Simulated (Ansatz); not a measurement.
# CdSnTe₂: an internal coordinate against the cell

How does the energy of CdSnTe₂ (R-3m, No. 166; 4 atoms in the cell) change over two coordinates at once? A grid of runs gives the map.

Method: DFT PBEsol, scalar-relativistic, plane waves, PAW, in Ansatz 0.2.0.

1 further run of the same task is left out (set aside as unsound or not needed).

### 1 The structure to begin with

Symmetry: R-3m, No. 166, trigonal system. Conventional cell: a = 4.365 Å, b = 4.365 Å, c = 21.040 Å, α = 90.00°, β = 90.00°, γ = 120.00°. Cd (site symmetry -3m) has 6 Te at 3.02 Å as nearest neighbours. Sn (site symmetry -3m) has 6 Te at 3.12 Å as nearest neighbours. Te (site symmetry 3m) is surrounded by 3 Cd at 3.02 Å and 3 Sn at 3.12 Å.

Coordinates:

```
Cd Sn Te
1.0
     2.18238    1.26000    7.01346
    -2.18238    1.26000    7.01346
     0.00000   -2.52000    7.01346
Cd Sn Te
1 1 2
Cartesian
  0.0000 0.0000 0.0000
  0.0000 0.0000 10.5202
  0.0000 0.0000 15.6890
  0.0000 0.0000 5.3514
```

It goes back to an entry of the Materials Project, which need not be the stable form.

It is the result of an earlier relaxation at this level (volume 28.93 Å³/atom; gap on the mesh: none (metal)).

### 2 Setting up the map

Atoms count from 1 in the order of the input.

The energy is mapped over a free internal coordinate and the cell.

First coordinate, shift of Te3 along [0 0 1], its symmetry partners moved as symmetry demands (measured in the relaxed cell): 5 values from −0.150 Å. Second coordinate, c/a of the conventional cell at fixed volume: 5 values from 4.194 to 5.447.

Nothing else is relaxed (all other coordinates fixed). Energies count from the relaxed crystal. Points are written as (first, second).

### 3 Point (0.150 Å, 4.821)

Contents of input.yaml:

```yaml
crystal:
  lattice:
    - [2.1823838434, 1.2599998994, 7.0134639786]
    - [-2.1823838434, 1.2599998994, 7.0134639786]
    - [0.0, -2.5199997989, 7.0134639786]
  atoms:
    - { symbol: Cd, position: [0.0, 0.0, 0.0] }
    - { symbol: Sn, position: [0.5, 0.5, 0.5] }
    - { symbol: Te, position: [0.7527889721, 0.7527889721, 0.7527889721] }
    - { symbol: Te, position: [0.2472110279, 0.2472110279, 0.2472110279] }
basis:
  ecutwfc: 420
kpoints:
  mp_grid: { grid: [12, 12, 12] }
hamiltonian:
  xc: pbesol
  pseudopotentials: { kind: paw }
scf:
  occupations: { method: gaussian, width: 0.15 }
output:
  forces: true
  stress: true
  eigenvalues: true
```

On the command line:

```console
$ ansatz run input.yaml --threads 2 --pin off --max-ram 4096MiB --backend cpu --events-out ev --progress --plain --runs-dir out
```

The session goes on with these runs: the other points that were computed.

Before running it: what results should come out? Wanted: lowest point; highest computed point; largest force on an atom.

As calculated:

```
                       quantity                                                                            value
                   lowest point                                                   (0.000 Å, 4.821), 0.0 meV/atom
         highest computed point                                (−0.150 Å, 5.447), 64.5 meV/atom above the lowest
largest force on an atom (eV/Å)  0.01 at (0.000 Å, 4.821) to 0.90 at (−0.150 Å, 5.447); 0.01 at the lowest point
            time for all points                                                 19 min on 2 threads, shared host
```

What this shows: The lowest computed point is at (0.000 Å, 4.821), which is the relaxed crystal itself. No other kind of well shows on this grid. The highest computed point, (−0.150 Å, 5.447), lies 64.5 meV/atom above the lowest. Round the minimum the two coordinates are nearly uncoupled. With the other coordinates free, the energies away from the reference would be the same or lower. The runs treat Te without spin-orbit coupling.
